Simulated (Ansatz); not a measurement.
Rh, space group P6_3/mmc, a comparison of norm-conserving and PAW potentials

Program: Ansatz 0.2.0, Python API.

At the Python prompt:
```pycon
>>> import ansatz as az
>>> import numpy as np
>>> from pymatgen.core import Lattice, Structure
>>> from pymatgen.io.ase import AseAtomsAdaptor
>>> from tabulate import tabulate
>>> def count_gap(report):
...     # lowest empty less highest filled band, counting bands; zero where they overlap
...     return max(report.get("gap_by_band_count_ev") or 0.0, 0.0)
...
>>> pmg_structure = Structure(
...     Lattice([(2.730979, 0.0, 0.0), (-1.36549, 2.365097, 0.0), (0.0, 0.0, 4.428489)]),
...     ["Rh", "Rh"],
...     [
...         (2 / 3, 1 / 3, 0.75),
...         (1 / 3, 2 / 3, 0.25),
...     ],
... )
>>> cell = az.Crystal.from_ase(AseAtomsAdaptor.get_atoms(pmg_structure))
>>> setup = (
...     cell.calculation()
...     .functional("PBEsol")
...     .kpoints(11, 11, 6)
...     .occupations(az.OccupationsMethod.COLD, width=0.1)
...     .stress()
...     .forces()
...     .band_table()
... )
>>> variants = {
...     "PAW": setup.pseudopotentials("paw"),
...     "norm-conserving": setup.pseudopotentials("nc"),
... }
>>> # totals differ by the cores that each treatment holds, so compare what does not depend on them
>>> rows = []
>>> for label, variant in variants.items():
...     report = variant.run(threads=1).report
...     levels = np.array(report["eigenvalues_ev"][0]) - report["fermi_energy_ev"]
...     print(label, "levels at the first k-point near E_F:", np.round(levels[np.abs(levels) < 5], 3))
...     rows.append((label, report["n_electrons"], np.trace(report["stress_gpa"]) / 3, count_gap(report)))
...
DeckWarning: basis.ecutwfc = 420 eV, auto-derived from the records' recommended cutoffs: set by Rh (normal level)
PAW levels at the first k-point near E_F: [-2.954 -2.866 -2.866 -2.376 -2.376 -1.785 -1.785  0.138  0.138  0.665]
DeckWarning: basis.ecutwfc = 1197.300995 eV, auto-derived from the records' recommended cutoffs: set by Rh (normal level)
norm-conserving levels at the first k-point near E_F: [-2.955 -2.866 -2.866 -2.376 -2.376 -1.785 -1.785  0.138  0.138  0.659]
>>> print(tabulate(rows, headers=["treatment", "electrons in bands", "P GPa", "gap by band count eV"], floatfmt=".4f", tablefmt="plain"))
treatment          electrons in bands     P GPa    gap by band count eV
PAW                           34.0000  -13.7986                  0.0000
norm-conserving               34.0000  -13.4380                  0.0000
```

PAW gives -13.799 GPa and norm-conserving -13.438 GPa, 0.36 GPa apart (a gap this large is an error of one set of files, which an all-electron run can settle). They took 1.5 and 7.4 s of processor time.

What to keep in mind:
- Absolute energies stand on the zero of these potentials, so only differences at equal settings mean something. A total without «per atom» is that of the cell as typed.
- The run is spin-unpolarised.
- The mesh is modest for a metal, so energies can be off by several to tens of meV an atom and pressures by half a GPa or more; differences at equal mesh fare better.
- A gap by band count of zero or less means overlapping bands, a metal.
- At these settings the cell as given stands under about -13 GPa, so it isn't at this functional's equilibrium volume.
- This isn't the structure that Rh takes at ambient conditions.
- Levels are Kohn-Sham eigenvalues on this mesh, without spin-orbit coupling.
- Warnings are shown shortened and without file and line.
- Stress is positive in compression.
- The whole script took 9.9 s on 1 thread of Arm Neoverse V1, with other jobs on the host, peak memory 0.52 GiB.
